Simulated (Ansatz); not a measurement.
# Ga3Sb: how settings move the results

The task here is to estimate one member of a computed series from the others.

Method: DFT PBE, scalar-relativistic, plane waves, PAW for the base; runs at other levels say so in their headings and inputs, in Ansatz 0.2.0.

1 further run of the same task is left out (it didn't finish).

## Starting point

It takes space group I4/mmm (No. 139, tetragonal). The conventional cell has a = 4.318 Å, b = 4.318 Å, c = 9.521 Å, α = 90.00°, β = 90.00°, γ = 90.00°. Around Ga (site symmetry -4m2) lie 8 Ga at 3.05 to 3.21 Å and 4 Sb at 3.21 Å. Ga (site symmetry 4/mmm) is surrounded by 4 Sb at 3.05 Å and 8 Ga at 3.21 Å. Sb (site symmetry 4/mmm) is surrounded by 12 Ga at 3.05 to 3.21 Å.

Coordinates:

```cif
data_structure
_symmetry_space_group_name_H-M 'P 1'
_symmetry_Int_Tables_number 1
_cell_length_a 5.6554
_cell_length_b 5.6554
_cell_length_c 5.6554
_cell_angle_alpha 135.119
_cell_angle_beta 135.119
_cell_angle_gamma 65.346
_cell_volume 88.74
loop_
_atom_site_label
_atom_site_type_symbol
_atom_site_fract_x
_atom_site_fract_y
_atom_site_fract_z
_atom_site_occupancy
Ga1 Ga 0.75000 0.25000 0.50000 1
Ga2 Ga 0.25000 0.75000 0.50000 1
Ga3 Ga 0.50000 0.50000 0.00000 1
Sb1 Sb 0.00000 0.00000 0.00000 1
```

The structure comes from the Materials Project (structure only); it is used as listed.

The first run:

Input file input.yaml:

```yaml
crystal:
  lattice:
    - [-2.158799, 2.158799, 4.760484]
    - [2.158799, -2.158799, 4.760484]
    - [2.158799, 2.158799, -4.760484]
  atoms:
    - { symbol: Ga, position: [0.75, 0.25, 0.5] }
    - { symbol: Ga, position: [0.25, 0.75, 0.5] }
    - { symbol: Ga, position: [0.5, 0.5, 0.0] }
    - { symbol: Sb, position: [0.0, 0.0, 0.0] }
basis:
  ecutwfc: 420
kpoints:
  mp_grid: { grid: [6, 6, 6] }
hamiltonian:
  xc: pbe
scf:
  occupations: { method: gaussian, width: 0.1 }
output:
  forces: true
  stress: true
  eigenvalues: true
```

Launch:

```bash
> ansatz run input.yaml --threads 1 --pin off --max-ram 2560MiB --backend cpu --events-out ev --progress --plain --runs-dir out
```

Steps of the session up to this table: Quick check of gap, pressure and forces; The base run, for reference; Functional: LDA; Functional: PBEsol; Functional set to r2SCAN.

One table of the session follows, with a row left open; its other results are not shown here.

It belongs to the step «What the functional changes». 

```
functional  pressure (GPa)
       PBE            -0.5
       LDA            -4.8
    PBEsol               ?
    r2SCAN            -2.2
```

**Question.** Estimate the row for PBEsol.

**Answer.** pressure (GPa): -3.5. In the column «pressure (GPa)» it lies between LDA (-4.8) and r2SCAN (-2.2).
